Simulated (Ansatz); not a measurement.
# Mo3HS6: the cost of one run

Program: Ansatz 0.2.0. Level of theory: DFT PBEsol, scalar-relativistic, plane waves, PAW. These are calculated values, not measurements.

7 further runs of the same task are left out: 3 that didn't finish, 4 set aside as unsound or not needed.

## 1. The system as given

It takes space group Cm (No. 8, monoclinic). Conventional cell: a = 12.697 Å, b = 3.143 Å, c = 23.509 Å, α = 90.00°, β = 90.00°, γ = 90.00°. Around S (site symmetry m) lie 2 Mo at 2.39 Å. Around Mo (site symmetry m) lie 6 S at 2.39 Å. S (site symmetry m) has 3 Mo at 2.39 to 2.40 Å in its first shell of neighbours. Mo (site symmetry m) has 6 S at 2.40 to 2.43 Å in its first shell of neighbours. S (site symmetry m) is surrounded by 3 Mo at 2.35 to 2.43 Å. Only part of the 9 independent sites is listed.

As a file:

```
CELL_PARAMETERS angstrom
3.14312 0.00000 0.00000
-1.57156 6.34846 0.00000
0.00000 0.00000 23.50892
ATOMIC_POSITIONS crystal
S 0.14191 0.28382 0.36156
S 0.89899 0.79798 0.38051
Mo 0.53064 0.06129 0.40924
S 0.67255 0.34510 0.47616
S 0.42963 0.85926 0.49511
Mo 0.06145 0.12298 0.52479
S 0.20595 0.41215 0.59276
S 0.95910 0.91835 0.61209
Mo 0.59097 0.18212 0.63348
```

Miller indices refer to the conventional cell of the relaxed bulk, R3m (No. 160): a = 3.143 Å, b = 3.143 Å, c = 18.850 Å, α = 90.00°, β = 90.00°, γ = 120.00°.

This (101) slab, 6.5 Å thick as cut, with 17 Å of vacuum; its outer planes are Mo (top) and S (bottom), was relaxed beforehand with its lower half held: -20005.6465 eV, work function 4.04 eV (top face), 6.24 eV (bottom face), dipole along +c 0.243 e·Å per cell.

## 2. H at the top (Mo) site

With the adsorbate the run is spin-polarised.

File input.yaml:

```yaml
crystal:
  lattice:
    - [3.1431208318, 0.0, 0.0]
    - [-1.5715604159, 6.3484649833, 0.0]
    - [0.0, 0.0, 25.5089154047]
  atoms:
    - { symbol: S, position: [0.1419093218, 0.2838186435, 0.3332168328] }
    - { symbol: S, position: [0.8989910953, 0.7979821907, 0.3506770702] }
    - { symbol: Mo, position: [0.5306428742, 0.0612857485, 0.3771528413] }
    - { symbol: S, position: [0.6725497414, 0.3450994829, 0.4388300154] }
    - { symbol: S, position: [0.4296315151, 0.8592630302, 0.4562902528] }
    - { symbol: Mo, position: [0.0614512492, 0.1229821316, 0.4836436684] }
    - { symbol: S, position: [0.2059532757, 0.4121474267, 0.5462828999] }
    - { symbol: S, position: [0.9590953641, 0.9183466498, 0.5641041816] }
    - { symbol: Mo, position: [0.5909650003, 0.182115076, 0.5838159841] }
    - { symbol: H, position: [0.5909650003, 0.182115076, 0.6567316675], spin: 1.0 }
basis:
  ecutwfc: 420
kpoints:
  mp_grid: { grid: [9, 4, 1] }
hamiltonian:
  xc: pbesol
scf:
  occupations: { method: gaussian, width: 0.05 }
output:
  forces: true
  eigenvalues: true
  populations: true
  write_density: true
  write_potential: true
  elf: true
  volumetric_format: npy
magnetization:
  spin_polarized: true
relax:
  adjacent_minimum: "off"
  f_tol: 0.03
  max_steps: 70
  constraints: [{ sites: [0, 1, 2, 3, 4] }]
efield:
  axis: 3
  dipole_correction: true
  ramp_width: 0.04
```

Run with:

```bash
> ansatz run input.yaml --threads 2 --pin off --max-ram 5120MiB --backend cpu --events-out ev --progress --plain --runs-dir out
```

Q: Estimate wall time and peak memory on 2 threads of Arm Neoverse V1, shared host.

About 18 min, with a peak of 1.2 GiB.
